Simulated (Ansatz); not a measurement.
# BH₅NSn+ (SMILES N[BH][SnH2+]): one structure at several levels

One table from this session's results is given with a row withheld; the runs are named, their logs left out.

Computed with Ansatz 0.2.0, Gaussian basis. Level: single points in def2-TZVPP.

Cores are frozen in the correlated methods. Filled d shells of the heavier atoms are correlated. Core potentials replace the inner electrons past krypton, and spin-orbit coupling is left out.

### Where the work starts

8 atoms, charge 1, spin multiplicity 1.

Atoms are counted from 1 here; the program's logs count them from 0.

Bond lengths: N1–B2 1.439 Å, N1–H4 0.922 Å, N1–H5 1.181 Å, B2–Sn3 2.367 Å, B2–H6 1.132 Å, Sn3–H7 1.721 Å, Sn3–H8 1.764 Å. Angles: B2–N1–H4 140.2°, B2–N1–H5 112.8°, H4–N1–H5 107.0°, N1–B2–Sn3 111.6°, N1–B2–H6 132.2°, Sn3–B2–H6 111.6°, B2–Sn3–H7 134.1°, B2–Sn3–H8 125.9°, H7–Sn3–H8 98.0°.

Geometry (Å):

```
N    -1.0861    0.9013   -0.6868
B     0.2226    0.9230   -0.0900
Sn    0.8226   -1.1988    0.7718
H    -1.7517    0.3044   -0.9138
H    -1.4801    1.9800   -0.9641
H     0.8253    1.7522    0.3891
H     2.1023   -1.7666    1.7728
H     0.2869   -2.7589    0.1474
```

Set-up of the first run:

run/in.yaml reads:

```yaml
crystal:
  periodic: [false, false, false]
  atoms:
    - {symbol: N, position_ang: [-1.086100, 0.901300, -0.686800]}
    - {symbol: B, position_ang: [0.222600, 0.923000, -0.090000]}
    - {symbol: Sn, position_ang: [0.822600, -1.198800, 0.771800]}
    - {symbol: H, position_ang: [-1.751700, 0.304400, -0.913800]}
    - {symbol: H, position_ang: [-1.480100, 1.980000, -0.964100]}
    - {symbol: H, position_ang: [0.825300, 1.752200, 0.389100]}
    - {symbol: H, position_ang: [2.102300, -1.766600, 1.772800]}
    - {symbol: H, position_ang: [0.286900, -2.758900, 0.147400]}
basis:
  gaussian: {orbitals: def2-TZVPP}
total_charge: 1
correlation: {method: ccsd_t}
output: {forces: true}
```

The command line of these runs was not kept.

Steps of the session up to this table: CCSD(T)/def2-TZVPP; PBE0-D4/def2-TZVPP; wB97M-V/def2-TZVPP; r2SCAN-D4/def2-TZVPP; PBE-D4/def2-TZVPP; BHLYP-D4/def2-TZVPP; wB97X-V/def2-TZVPP.

One table of the session follows, with a row left open; its other results are not shown here.

```
   method  RMS force component (eV/Å)  angle to CCSD(T) forces (°)
  CCSD(T)                       2.649                    reference
  PBE0-D4                       2.714                          2.8
  wB97M-V                       2.687                          2.5
r2SCAN-D4                           ?                            ?
   PBE-D4                       2.647                          4.2
 BHLYP-D4                       2.728                          4.7
  wB97X-V                       2.732                          1.4
```

Estimate the missing values for r2SCAN-D4.

The run gave: RMS force component (eV/Å): 2.657; angle to CCSD(T) forces (°): 2.3. In the column «RMS force component (eV/Å)» it lies between CCSD(T) (2.649) and wB97M-V (2.687).
